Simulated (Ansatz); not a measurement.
# C₄H₄Se: small, medium and large basis sets

The task here is to estimate one member of a computed series from the others.

Computed with Ansatz 0.2.0, Gaussian basis. Level: one geometry, several basis sets.

Levels to be run: PBE0-D4/def2-SVP; ωB97M-V/def2-SVP; PBE0-D4/def2-QZVPP; ωB97M-V/def2-QZVPP; the functionals' def2-TZVPP values are taken from earlier runs.

## Structure used throughout

The geometry comes from an earlier relaxation with PBE0-D4 in a triple-zeta def2 set; it is a stationary point, not always the lowest conformer.

9 atoms, charge 0, spin multiplicity 1.

Atoms are counted from 1 here; the program's logs count them from 0.

Bond lengths: C1–C2 1.423 Å, C1–C5 1.357 Å, C1–H6 1.083 Å, C2–C3 1.357 Å, C2–H7 1.083 Å, C3–Se4 1.851 Å, C3–H8 1.079 Å, Se4–C5 1.851 Å, C5–H9 1.079 Å. Angles: C2–C1–C5 114.8°, C2–C1–H6 122.8°, C5–C1–H6 122.4°, C1–C2–C3 114.8°, C1–C2–H7 122.8°, C3–C2–H7 122.4°, C2–C3–Se4 111.4°, C2–C3–H8 127.7°, Se4–C3–H8 120.9°, C3–Se4–C5 87.6°, C1–C5–Se4 111.4°, C1–C5–H9 127.7°, Se4–C5–H9 120.9°.

Set-up of the first run:

in.yaml

```yaml
crystal:
  periodic: [false, false, false]
  atoms:
    - {symbol: C, position_ang: [0.171683, 0.961230, 0.118320]}
    - {symbol: C, position_ang: [0.974192, -0.194328, -0.095643]}
    - {symbol: C, position_ang: [0.280888, -1.356105, -0.205394]}
    - {symbol: Se, position_ang: [-1.540768, -1.075159, -0.038945]}
    - {symbol: C, position_ang: [-1.163237, 0.723316, 0.180199]}
    - {symbol: H, position_ang: [0.589886, 1.954772, 0.224683]}
    - {symbol: H, position_ang: [2.054355, -0.153958, -0.165998]}
    - {symbol: H, position_ang: [0.676167, -2.347105, -0.368305]}
    - {symbol: H, position_ang: [-1.954567, 1.440939, 0.334085]}
basis:
  gaussian: {orbitals: def2-SVP}
hamiltonian: {xc: pbe0, dispersion: d4}
output: {orbitals: {seedname: orbitals}}
```

Launch:

```sh
$ ansatz run in.yaml --threads 4 --pin off --events-out ev --progress --plain --max-ram 10444MiB
```

Steps of the session up to this table: PBE0-D4 in def2-SVP; ωB97M-V in def2-SVP; PBE0-D4 in def2-QZVPP; ωB97M-V in def2-QZVPP.

One table of the session follows, with a row left open; its other results are not shown here.

It belongs to the step «Functionals by basis». 

```
functional       basis  HOMO (eV)
   PBE0-D4    def2-SVP          ?
   PBE0-D4  def2-TZVPP      -6.89
   PBE0-D4  def2-QZVPP      -6.90
   ωB97M-V    def2-SVP      -8.91
   ωB97M-V  def2-TZVPP      -8.96
   ωB97M-V  def2-QZVPP      -8.98
```

Q: Estimate the row for PBE0-D4, def2-SVP from the others.

The run gave: HOMO (eV): -6.86. In the column «HOMO (eV)» it is the highest.
